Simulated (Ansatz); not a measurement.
MnCuSe2, 4 atoms in the cell. Symmetry: R-3m, No. 166, trigonal system. The conventional cell has a = 3.792 Å, b = 3.792 Å, c = 20.652 Å, α = 90.00°, β = 90.00°, γ = 120.00°. Cu (site symmetry -3m) is surrounded by 6 Se at 3.01 Å. Mn (site symmetry -3m) has 6 Se at 2.59 Å as nearest neighbours. Around Se (site symmetry 3m) lie 3 Mn at 2.59 Å. The cell comes from a database or a generator and needn't be the stable form of this composition.

| Item | Value |
| --- | --- |
| Program | Ansatz 0.2.0 |
| Task | single point |
| Functional | PBE |
| Potentials or basis | Ansatz PAW |
| Cutoff | 420 eV (not typed: the program's choice for these potentials) |
| k mesh | 8 × 8 × 8 |
| Occupations | fermi-dirac, width 0.05 eV |
| Spin | collinear spin, ferromagnetic start |
| Starting moments | [2.1, 5.5, 0.0, 0.0] μB |

Potentials or basis: Ansatz PAW.

Run with:

```bash
$ ansatz run input.yaml --threads 2 --pin off --max-ram 5120MiB --backend cpu --events-out ev --progress --plain --runs-dir out
```

Hardware: 2 threads of Intel(R) Xeon(R) Processor @ 2.70GHz, on a shared host.

How long does it take, and how much memory?

Run time: 38 s on 2 threads of Intel(R) Xeon(R) Processor @ 2.70GHz (shared host), peak memory 0.69 GiB. Counts: scf iterations 17, plane waves 1679, k points 65, bands 45.
